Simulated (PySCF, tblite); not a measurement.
**C₇H₁₁OP: geometry, infrared bands and NMR shifts**

Aim: predict the infrared bands and NMR shifts of C₇H₁₁OP (`C=C[P@@]1(=O)C=C(C)CC1`).

Computed with tblite 0.8.0 and PySCF 2.14.0, with density-fitted response routines of our own, on a single molecule in the gas phase. Atoms are numbered from 0 throughout.

## (1) Starting geometry

20 atoms, charge 0, multiplicity 1; geometry from: force field or distance geometry start.

Bonds of the start (Å): C0–C1 1.35, C1–P2 1.76, P2–O3 1.49, P2–C4 1.77, C4–C5 1.36, C5–C6 1.49, C5–C7 1.50, C7–C8 1.54, C8–P2 1.83, C0–H9 1.08, C0–H10 1.08, C1–H11 1.08, C4–H12 1.09, C6–H13 1.09, C6–H14 1.10, C6–H15 1.10, C7–H16 1.10, C7–H17 1.09, C8–H18 1.09, C8–H19 1.09.

## (2) Geometry optimisation with GFN2-xTB

Job settings and geometry (Å):

```
{"job": {"kind": "relax", "xc": "GFN2-xTB", "basis": "xTB"}, "charge": 0, "multiplicity": 1}
C      3.202000     1.123800    -0.120800
C      1.872200     0.877100    -0.150400
P      1.187000    -0.633900     0.449400
O      2.016400    -1.732800     1.010000
C     -0.297400    -0.058300     1.231900
C     -1.372900    -0.035300     0.407900
C     -2.734800     0.421900     0.789300
C     -1.100700    -0.490800    -0.998100
C      0.244600    -1.233200    -1.002900
H      3.890400     0.392100     0.275800
H      3.590500     2.063900    -0.489400
H      1.209500     1.631000    -0.536000
H     -0.328800     0.243400     2.273700
H     -3.041100     1.261100     0.164900
H     -2.780500     0.750500     1.840400
H     -3.459000    -0.393300     0.675400
H     -1.896000    -1.158300    -1.360400
H     -1.067900     0.371000    -1.664500
H      0.069200    -2.301800    -0.864700
H      0.792100    -1.087400    -1.934500
```

Run with:

```sh
$ OMP_NUM_THREADS=1 python probes_run.py task.json out
```

One launch serves the whole session: the jobs run in the order shown.

**Question.** This job is followed by: GFN2-xTB harmonic vibrations, gas phase; GIAO PBE0/pcSseg-1 NMR shielding, non-relativistic, gas phase. What will the session give for the following? strongest single infrared mode (GFN2-xTB); zero-point energy (GFN2-xTB); ¹³C shifts against TMS (PBE0/pcSseg-1); ¹H shifts against TMS (PBE0/pcSseg-1, means over atoms taken as alike); ³¹P shifts against H3PO4 (PBE0/pcSseg-1); ¹⁷O shifts against H2O (PBE0/pcSseg-1); surface potential, 1st and 99th percentile.

As calculated:

| quantity | value |
| --- | --- |
| strongest single infrared mode (GFN2-xTB) | 1277 cm⁻¹, 268 km/mol |
| zero-point energy (GFN2-xTB) | 100.8 kcal/mol |
| ¹³C shifts against TMS (PBE0/pcSseg-1) | 165.6, 141.7, 141.2, 131.8, 35.7, 34.2, 24.2 ppm |
| ¹H shifts against TMS (PBE0/pcSseg-1, means over atoms taken as alike) | 6.89, 6.52, 6.22, 6.02, 2.34, 2.18, 2.05, 1.99, 1.92 ppm |
| ³¹P shifts against H3PO4 (PBE0/pcSseg-1) | 28.9 ppm |
| ¹⁷O shifts against H2O (PBE0/pcSseg-1) | 93.8 ppm |
| surface potential, 1st and 99th percentile | -2.39 V and 1.03 V |

What this shows: Over 76 steps the energy fell by 0.265 eV; of the close pairs, C1–P2 changed most, 1.764 to 1.816 Å. No mode is imaginary among the 54: a minimum at this level. The strongest single mode, at 1277 cm⁻¹, moves mainly O3 and P2. GFN2-xTB is a fitted tight-binding method: band positions and strengths are rough. Its intensities can rank the bands wrongly. At PBE0/pcSseg-1: The widest tensor belongs to P2: span 289 ppm, with a paramagnetic part of -675 ppm. By nearest atom (PBE0/pcSseg-1), the HOMO sits on O3 45 %; C4 15 % and the LUMO on C0, C1 about 19 % each; C5 16 %.
